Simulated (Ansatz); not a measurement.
# B9As8 wurtzite off rod (B₉As₈H₂₄−): structure and electronic state

Aim: characterise B9As8 wurtzite off rod (B₉As₈H₂₄−) as a singlet: its structure, frontier levels and distribution of charge.

Computed with Ansatz 0.2.0, Gaussian basis. Level: RKS PBE0-D4/def2-SVP.

Levels to be run: relaxation at r2SCAN-D4/def2-SVP; a single point at PBE0-D4/def2-SVP.

## (1) The starting structure

41 atoms, charge -1, spin multiplicity 1.

Atoms are counted from 1 here; the program's logs count them from 0.

Bond lengths: B1–As2 2.032 Å, B1–As3 2.065 Å, B1–As10 2.034 Å, B1–H18 1.202 Å, As2–B7 2.037 Å, As2–H19 1.510 Å, As2–H20 1.526 Å, As3–B4 2.069 Å, As3–B11 2.070 Å, As3–H21 1.557 Å, B4–As6 2.073 Å, B4–As8 2.066 Å, B4–H22 1.213 Å, B5–As6 2.057 Å, B5–As12 2.057 Å, B5–H23 1.207 Å, B5–H24 1.196 Å, As6–B9 2.057 Å and more. Angles: As2–B1–As3 106.2°, As2–B1–As10 107.2°, As2–B1–H18 112.1°, As3–B1–As10 106.2°, As3–B1–H18 112.8°, As10–B1–H18 111.9°, B1–As2–B7 122.1°, B1–As2–H19 105.3°, B1–As2–H20 109.9°, B7–As2–H19 110.6°, B7–As2–H20 113.4°, H19–As2–H20 90.7°, B1–As3–B4 114.1°, B1–As3–B11 114.2°, B1–As3–H21 102.7°, B4–As3–B11 111.6°, B4–As3–H21 106.7°, B11–As3–H21 106.7° and more.

The ion is computed in the gas phase, without counter-ions or solvent.

The start is a GFN2-xTB geometry.

## (2) Optimising with r2SCAN-D4/def2-SVP

in.yaml

```yaml
crystal:
  periodic: [false, false, false]
  atoms:
    - {symbol: B, position_ang: [-0.003930, -1.819710, -2.569560]}
    - {symbol: As, position_ang: [-1.641910, -0.794680, -3.198190]}
    - {symbol: As, position_ang: [-0.000830, -1.695970, -0.508350]}
    - {symbol: B, position_ang: [-1.710680, -0.846010, 0.288010]}
    - {symbol: B, position_ang: [-0.000380, -1.908040, 3.043650]}
    - {symbol: As, position_ang: [-1.591700, -0.800740, 2.357150]}
    - {symbol: B, position_ang: [-2.059930, 1.087600, -2.539840]}
    - {symbol: As, position_ang: [-1.635690, 1.053840, -0.521170]}
    - {symbol: B, position_ang: [-1.726300, 1.120670, 3.079270]}
    - {symbol: As, position_ang: [1.630010, -0.787430, -3.203000]}
    - {symbol: B, position_ang: [1.712070, -0.849060, 0.286710]}
    - {symbol: As, position_ang: [1.593080, -0.804360, 2.356160]}
    - {symbol: B, position_ang: [2.060510, 1.091810, -2.539130]}
    - {symbol: As, position_ang: [1.640180, 1.051460, -0.520830]}
    - {symbol: B, position_ang: [0.003960, 2.074580, 0.231160]}
    - {symbol: B, position_ang: [1.730270, 1.116310, 3.079810]}
    - {symbol: As, position_ang: [0.003200, 1.943040, 2.318180]}
    - {symbol: H, position_ang: [-0.000160, -2.953600, -2.968900]}
    - {symbol: H, position_ang: [-2.810940, -1.717400, -2.947250]}
    - {symbol: H, position_ang: [-1.811580, -0.960800, -4.705580]}
    - {symbol: H, position_ang: [-0.001140, -3.191510, -0.076930]}
    - {symbol: H, position_ang: [-2.680090, -1.435770, -0.139610]}
    - {symbol: H, position_ang: [-0.002370, -2.988850, 2.505850]}
    - {symbol: H, position_ang: [0.000180, -1.969020, 4.238290]}
    - {symbol: H, position_ang: [-2.893400, -1.553700, 2.821410]}
    - {symbol: H, position_ang: [-3.217060, 1.331610, -2.742310]}
    - {symbol: H, position_ang: [-1.325270, 1.834980, -3.131740]}
    - {symbol: H, position_ang: [-2.841590, 1.809060, 0.082900]}
    - {symbol: H, position_ang: [-2.689820, 1.670480, 2.615600]}
    - {symbol: H, position_ang: [-1.706890, 1.129640, 4.275690]}
    - {symbol: H, position_ang: [1.792710, -0.947970, -4.712500]}
    - {symbol: H, position_ang: [2.801950, -1.709970, -2.961850]}
    - {symbol: H, position_ang: [2.678980, -1.440900, -0.141500]}
    - {symbol: H, position_ang: [2.892520, -1.560890, 2.820420]}
    - {symbol: H, position_ang: [1.330070, 1.846280, -3.126850]}
    - {symbol: H, position_ang: [3.219090, 1.326170, -2.744310]}
    - {symbol: H, position_ang: [2.847170, 1.803460, 0.083520]}
    - {symbol: H, position_ang: [0.004070, 3.211110, -0.159910]}
    - {symbol: H, position_ang: [1.710330, 1.123230, 4.276280]}
    - {symbol: H, position_ang: [2.695570, 1.664540, 2.618130]}
    - {symbol: H, position_ang: [0.005710, 3.446500, 2.781140]}
basis:
  gaussian: {orbitals: def2-SVP, fitting: {mean_field: def2-universal-jkfit}}
total_charge: -1
hamiltonian: {xc: r2scan, dispersion: d4}
scf: {lower_state_search: "off"}
output: {orbitals: {seedname: orbitals}}
relax: {f_tol: 0.03, max_steps: 70}
```

The run is started by

```sh
ansatz run in.yaml --threads 2 --pin off --events-out ev --progress --plain --max-ram 22528MiB --backend cuda --devices 0, --max-vram 18GiB
```

Log:

```text
Functional definition: r2SCAN
  name "r2SCAN"
  cite "Furness, Kaplan, Ning, Perdew & Sun, J. Phys. Chem. Lett. 11, 8208 (2020) doi:10.1021/acs.jpclett.0c02405"
  cite "Furness, Kaplan, Ning, Perdew & Sun, J. Phys. Chem. Lett. 11, 9248 (2020) doi:10.1021/acs.jpclett.0c03077"
  parent r2scan
  parameter k0 = 0.174
  parameter k1 = 0.065
  parameter a1 = 4.9479
  exchange = r2scan_x(k0 = k0, k1 = k1, a1 = a1)
  correlation = r2scan_c
these checks for a lower state are left out or cut short: stability, starts, cluster_reference, orbital_swaps, neighbouring_geometries, increment
3235 factors; integrals over basis functions are off by at most 3.3e-1 eV
mean field evaluation 1: about -493129.1156 eV, gradient 8.1e1 eV
mean field evaluation 2: about -493121.5170 eV, gradient 1.0e2 eV
mean field evaluation 4: about -493146.8070 eV, gradient 7.7e0 eV
mean field evaluation 8: about -493146.9853 eV, gradient 8.9e-1 eV
mean field evaluation 16: about -493146.9876 eV, gradient 2.6e-4 eV
mean field -493146.98761879 eV, -18122.8175279566 hartree, gradient 7.9e-6 eV, S^2 0.000000; 0 other end points of the search recorded, 0 dependent functions left out
the calculation of the forces begins
reference -493146.98763969 eV, -18122.8175287246 hartree; 167, 167 occupied and 335, 335 virtual orbitals, 3235 factors
relax step   1: F+E_penalty+E_count = -493147.78483768 eV  Δ(F+E_penalty+E_count) = +0.000e0 eV  max|allowed force component| = 1.270e0 eV/Å  Δτ_max = 0.0000 Å  (18 SCF iters, accepted)
these checks for a lower state are left out or cut short: stability, starts, cluster_reference, orbital_swaps, neighbouring_geometries, increment
3235 factors; integrals over basis functions are off by at most 3.3e-1 eV
mean field -493147.12031172 eV, -18122.8224043319 hartree, gradient 1.4e-6 eV, S^2 0.000000; 0 other end points of the search recorded, 0 dependent functions left out
the calculation of the forces begins
reference -493147.12033243 eV, -18122.8224050929 hartree; 167, 167 occupied and 335, 335 virtual orbitals, 3235 factors
relax step   2: F+E_penalty+E_count = -493147.91592960 eV  Δ(F+E_penalty+E_count) = -1.311e-1 eV  max|allowed force component| = 5.985e-1 eV/Å  Δτ_max = 0.1632 Å  (26 SCF iters, accepted)
these checks for a lower state are left out or cut short: stability, starts, cluster_reference, orbital_swaps, neighbouring_geometries, increment
3235 factors; integrals over basis functions are off by at most 3.1e-1 eV
mean field evaluation 32: about -493147.3653 eV, gradient 2.7e-1 eV
mean field -493147.36591371 eV, -18122.8314300386 hartree, gradient 2.6e-6 eV, S^2 0.000000; 0 other end points of the search recorded, 0 dependent functions left out
the calculation of the forces begins
reference -493147.36593448 eV, -18122.8314308018 hartree; 167, 167 occupied and 335, 335 virtual orbitals, 3235 factors
relax step   3: F+E_penalty+E_count = -493148.16150512 eV  Δ(F+E_penalty+E_count) = -2.456e-1 eV  max|allowed force component| = 7.449e-2 eV/Å  Δτ_max = 0.0932 Å  (20 SCF iters, accepted)
these checks for a lower state are left out or cut short: stability, starts, cluster_reference, orbital_swaps, neighbouring_geometries, increment
3235 factors; integrals over basis functions are off by at most 3.1e-1 eV
mean field -493147.37392080 eV, -18122.8317242936 hartree, gradient 1.4e-6 eV, S^2 0.000000; 0 other end points of the search recorded, 0 dependent functions left out
the calculation of the forces begins
reference -493147.37394160 eV, -18122.8317250581 hartree; 167, 167 occupied and 335, 335 virtual orbitals, 3235 factors
relax step   4: F+E_penalty+E_count = -493148.16902259 eV  Δ(F+E_penalty+E_count) = -7.517e-3 eV  max|allowed force component| = 2.772e-2 eV/Å  Δτ_max = 0.0612 Å  (20 SCF iters, accepted)
Total energy: -493148.16904339 eV, -18122.8609445099 hartree
Atom 0 at    -0.002761    -1.806788    -2.567613 Å, force     0.000077     0.000685    -0.003930 eV/Å
Atom 1 at    -1.675582    -0.800081    -3.210172 Å, force     0.009815     0.008491     0.006474 eV/Å
Atom 2 at    -0.001067    -1.751934    -0.478902 Å, force    -0.000012    -0.006244    -0.006359 eV/Å
Atom 3 at    -1.717554    -0.867097     0.269141 Å, force    -0.004241     0.008219     0.027719 eV/Å
Atom 4 at     0.000211    -1.892752     3.059971 Å, force     0.000033    -0.001457     0.016554 eV/Å
Atom 5 at    -1.617753    -0.819604     2.349796 Å, force    -0.000522    -0.003412    -0.012420 eV/Å
Atom 6 at    -2.052745     1.101393    -2.534842 Å, force    -0.001435     0.012452     0.008750 eV/Å
Atom 7 at    -1.670335     1.059291    -0.493868 Å, force     0.002946    -0.002112    -0.012828 eV/Å
Atom 8 at    -1.707568     1.119186     3.062289 Å, force    -0.005758     0.001057     0.011514 eV/Å
Atom 9 at     1.668294    -0.799135    -3.213803 Å, force    -0.009917     0.009229     0.007350 eV/Å
Atom 10 at     1.717342    -0.869413     0.267396 Å, force     0.004513     0.007871     0.027492 eV/Å
Atom 11 at     1.619096    -0.822007     2.348196 Å, force     0.000532    -0.003367    -0.012390 eV/Å
Atom 12 at     2.053166     1.100123    -2.536067 Å, force     0.001512     0.011839     0.009120 eV/Å
Atom 13 at     1.672111     1.057231    -0.495005 Å, force    -0.003276    -0.002388    -0.013059 eV/Å
Atom 14 at     0.001796     2.067304     0.189505 Å, force    -0.000430    -0.003618     0.004257 eV/Å
Atom 15 at     1.711974     1.116539     3.060962 Å, force     0.005852     0.001137     0.011619 eV/Å
Atom 16 at     0.002558     1.985531     2.282603 Å, force    -0.000027     0.008247    -0.000429 eV/Å
Atom 17 at    -0.002454    -2.942594    -2.997291 Å, force    -0.000267     0.001953     0.001537 eV/Å
Atom 18 at    -2.827685    -1.730757    -2.923788 Å, force    -0.009216    -0.006391    -0.006875 eV/Å
Atom 19 at    -1.713424    -0.862688    -4.723937 Å, force     0.003248    -0.005855    -0.021187 eV/Å
Atom 20 at    -0.001778    -3.208232    -0.082635 Å, force    -0.000110    -0.007523     0.012693 eV/Å
Atom 21 at    -2.700186    -1.461273    -0.137583 Å, force    -0.001297    -0.004102     0.003666 eV/Å
Atom 22 at    -0.000942    -3.019763     2.588552 Å, force     0.000019    -0.015692    -0.007311 eV/Å
Atom 23 at     0.000991    -1.846225     4.279137 Å, force    -0.000083     0.008268    -0.008802 eV/Å
Atom 24 at    -2.876089    -1.541775     2.789532 Å, force     0.000071     0.000568     0.001024 eV/Å
Atom 25 at    -3.231003     1.333621    -2.735342 Å, force    -0.002291    -0.000552    -0.004950 eV/Å
Atom 26 at    -1.278279     1.834637    -3.117416 Å, force    -0.001155    -0.003738    -0.007534 eV/Å
Atom 27 at    -2.853215     1.759605     0.127603 Å, force     0.003119     0.002154     0.015104 eV/Å
Atom 28 at    -2.708729     1.678169     2.644474 Å, force    -0.012100     0.003186     0.000841 eV/Å
Atom 29 at    -1.599380     1.093641     4.277826 Å, force    -0.002394    -0.001726    -0.016164 eV/Å
Atom 30 at     1.700136    -0.858321    -4.727824 Å, force    -0.002660    -0.006301    -0.021513 eV/Å
Atom 31 at     2.820382    -1.731856    -2.934150 Å, force     0.009347    -0.007024    -0.006680 eV/Å
Atom 32 at     2.698788    -1.464877    -0.140343 Å, force     0.001280    -0.004038     0.003733 eV/Å
Atom 33 at     2.876674    -1.545985     2.787105 Å, force     0.000122     0.000682     0.000884 eV/Å
Atom 34 at     1.282006     1.838035    -3.117005 Å, force     0.000905    -0.003931    -0.008168 eV/Å
Atom 35 at     3.232466     1.326804    -2.736919 Å, force     0.002298    -0.000390    -0.005046 eV/Å
Atom 36 at     2.856149     1.755894     0.126121 Å, force    -0.003020     0.002269     0.014831 eV/Å
Atom 37 at     0.002419     3.209207    -0.227311 Å, force    -0.000043     0.000795     0.000814 eV/Å
Atom 38 at     1.604393     1.090781     4.276548 Å, force     0.002523    -0.001608    -0.016124 eV/Å
Atom 39 at     2.713705     1.674232     2.642804 Å, force     0.011997     0.003331     0.000683 eV/Å
Atom 40 at     0.003841     3.441922     2.702275 Å, force     0.000045    -0.000961     0.005108 eV/Å
Dipole moment:    -0.002394    -0.726040    -1.716434 e Å
Checks for a lower state left out: stability, starts, cluster_reference, orbital_swaps, neighbouring_geometries, increment
```

Wall time 29 s (1 × H100 (card shared with other runs) with 2 threads of AMD EPYC 7R13, shared host); peak host memory 1.2 GiB.

Relaxation path:

| step | energy from step 1 (eV) | largest force component (eV/Å) |
| --- | --- | --- |
| 1 | 0.0000 | 1.2696 |
| 2 | -0.1311 | 0.5985 |
| 3 | -0.3767 | 0.0745 |
| 4 | -0.3842 | 0.0277 |

Close pairs (by a distance rule), those that changed most:

```
    bond  before (Å)  after (Å)  change (Å)
 As6–H25       1.574      1.516      -0.058
As12–H34       1.574      1.516      -0.058
As17–H41       1.573      1.516      -0.057
 As3–H21       1.557      1.509      -0.047
 As8–H28       1.546      1.509      -0.037
As14–H37       1.545      1.509      -0.037
  B1–As3       2.065      2.089      +0.025
  B9–H30       1.197      1.221      +0.024
```

Bonds by kind at the end (by distance):

```csv
bond,count,shortest (Å),longest (Å)
As–B,22,2.053,2.095
B–H,14,1.214,1.222
As–H,10,1.508,1.516
```

## (3) Single point, PBE0-D4/def2-SVP

start.molden holds the orbitals of an earlier run on this state, given as this run's starting guess.

in.yaml

```yaml
crystal:
  periodic: [false, false, false]
  atoms:
    - {symbol: B, position_ang: [-0.002761, -1.806788, -2.567613]}
    - {symbol: As, position_ang: [-1.675582, -0.800081, -3.210172]}
    - {symbol: As, position_ang: [-0.001067, -1.751934, -0.478902]}
    - {symbol: B, position_ang: [-1.717554, -0.867097, 0.269141]}
    - {symbol: B, position_ang: [0.000211, -1.892752, 3.059971]}
    - {symbol: As, position_ang: [-1.617753, -0.819604, 2.349796]}
    - {symbol: B, position_ang: [-2.052745, 1.101393, -2.534842]}
    - {symbol: As, position_ang: [-1.670335, 1.059291, -0.493868]}
    - {symbol: B, position_ang: [-1.707568, 1.119186, 3.062289]}
    - {symbol: As, position_ang: [1.668294, -0.799135, -3.213803]}
    - {symbol: B, position_ang: [1.717342, -0.869413, 0.267396]}
    - {symbol: As, position_ang: [1.619096, -0.822007, 2.348196]}
    - {symbol: B, position_ang: [2.053166, 1.100123, -2.536067]}
    - {symbol: As, position_ang: [1.672111, 1.057231, -0.495005]}
    - {symbol: B, position_ang: [0.001796, 2.067304, 0.189505]}
    - {symbol: B, position_ang: [1.711974, 1.116539, 3.060962]}
    - {symbol: As, position_ang: [0.002558, 1.985531, 2.282603]}
    - {symbol: H, position_ang: [-0.002454, -2.942594, -2.997291]}
    - {symbol: H, position_ang: [-2.827685, -1.730757, -2.923788]}
    - {symbol: H, position_ang: [-1.713424, -0.862688, -4.723937]}
    - {symbol: H, position_ang: [-0.001778, -3.208232, -0.082635]}
    - {symbol: H, position_ang: [-2.700186, -1.461273, -0.137583]}
    - {symbol: H, position_ang: [-0.000942, -3.019763, 2.588552]}
    - {symbol: H, position_ang: [0.000991, -1.846225, 4.279137]}
    - {symbol: H, position_ang: [-2.876089, -1.541775, 2.789532]}
    - {symbol: H, position_ang: [-3.231003, 1.333621, -2.735342]}
    - {symbol: H, position_ang: [-1.278279, 1.834637, -3.117416]}
    - {symbol: H, position_ang: [-2.853215, 1.759605, 0.127603]}
    - {symbol: H, position_ang: [-2.708729, 1.678169, 2.644474]}
    - {symbol: H, position_ang: [-1.599380, 1.093641, 4.277826]}
    - {symbol: H, position_ang: [1.700136, -0.858321, -4.727824]}
    - {symbol: H, position_ang: [2.820382, -1.731856, -2.934150]}
    - {symbol: H, position_ang: [2.698788, -1.464877, -0.140343]}
    - {symbol: H, position_ang: [2.876674, -1.545985, 2.787105]}
    - {symbol: H, position_ang: [1.282006, 1.838035, -3.117005]}
    - {symbol: H, position_ang: [3.232466, 1.326804, -2.736919]}
    - {symbol: H, position_ang: [2.856149, 1.755894, 0.126121]}
    - {symbol: H, position_ang: [0.002419, 3.209207, -0.227311]}
    - {symbol: H, position_ang: [1.604393, 1.090781, 4.276548]}
    - {symbol: H, position_ang: [2.713705, 1.674232, 2.642804]}
    - {symbol: H, position_ang: [0.003841, 3.441922, 2.702275]}
basis:
  gaussian: {orbitals: def2-SVP, fitting: {mean_field: def2-universal-jkfit}, initial_orbitals: start.molden}
total_charge: -1
hamiltonian: {xc: pbe0, dispersion: d4}
scf: {omitted_lower_state_checks: [starts]}
output: {orbitals: {seedname: orbitals}}
```

Launched as before.

Log:

```text
Functional definition: PBE0
  name "PBE0"
  cite "Adamo & Barone, J. Chem. Phys. 110, 6158 (1999) doi:10.1063/1.478522"
  cite "Perdew, Burke & Ernzerhof, Phys. Rev. Lett. 77, 3865 (1996) doi:10.1103/PhysRevLett.77.3865"
  parent pbe
  parameter a = 0.25
  parameter kappa = 0.804
  parameter beta = 0.06672455060314922
  exchange = (1 - a)*pbe_x(kappa = kappa, mu = beta*pi^2/3) + a*exact_x
  correlation = pbe_c(beta = beta)
these checks for a lower state are left out or cut short: starts
3235 factors; integrals over basis functions are off by at most 3.1e-1 eV
mean field evaluation 1: about -493084.5032 eV, gradient 1.1e1 eV
mean field evaluation 2: about -493084.7220 eV, gradient 2.1e-1 eV
mean field evaluation 4: about -493084.7186 eV, gradient 3.1e-4 eV
mean field -493084.71863897 eV, -18120.5291851559 hartree, gradient 1.6e-5 eV, S^2 0.000000; 0 other end points of the search recorded, 0 dependent functions left out
reference -493084.71869301 eV, -18120.5291871417 hartree; 167, 167 occupied and 335, 335 virtual orbitals, 3235 factors
Total energy: -493087.27723652 eV, -18120.6232118813 hartree
Checks for a lower state left out: starts
```

Run time: 5.5 s. Hardware: 1 × H100 (card shared with other runs) with 2 threads of AMD EPYC 7R13, shared host; peak host memory 1.1 GiB.

HOMO -3.62 eV, LUMO 2.25 eV.

Mulliken charges, from this run's orbitals:

B1 -0.23; As2 0.22; As3 0.13; B4 -0.23; B5 -0.14; As6 0.15; B7 -0.14; As8 0.13; B9 -0.15; As10 0.22; B11 -0.23; As12 0.15; B13 -0.14; As14 0.13; B15 -0.19; B16 -0.15; As17 0.12; H18 -0.02; H19 0.01; H20 -0.02; H21 0.00; H22 -0.04; H23 -0.06; H24 -0.04; H25 -0.04; H26 -0.04; H27 0.00; H28 0.00; H29 -0.05; H30 -0.04; H31 -0.02; H32 0.01; H33 -0.04; H34 -0.04; H35 0.00; H36 -0.04; H37 0.00; H38 -0.04; H39 -0.04; H40 -0.05; H41 -0.04

Largest Mayer bond orders: B5–H24 0.95; B13–H35 0.95; B7–H27 0.95; B9–H30 0.95; B16–H39 0.95; B9–H29 0.95; B16–H40 0.95; B7–H26 0.94; B1–As2 0.94; B5–H23 0.94.

## (4) Outcome

| quantity | value |
| --- | --- |
| point group | Cs |
| commonest bond, hydrogen aside | As–B, 22 of mean length 2.071 Å |
| HOMO, LUMO at PBE0-D4/def2-SVP | -3.62, 2.25 eV |

What this shows: The molecule keeps its bonding pattern by the stored test; the atoms moved 0.06 Å (rms). No usable vibrations, so a minimum isn't proven. Whether this spin is the lowest isn't tested here. The point group is read from a loosely relaxed geometry; soft torsions can leave it below the true symmetry.
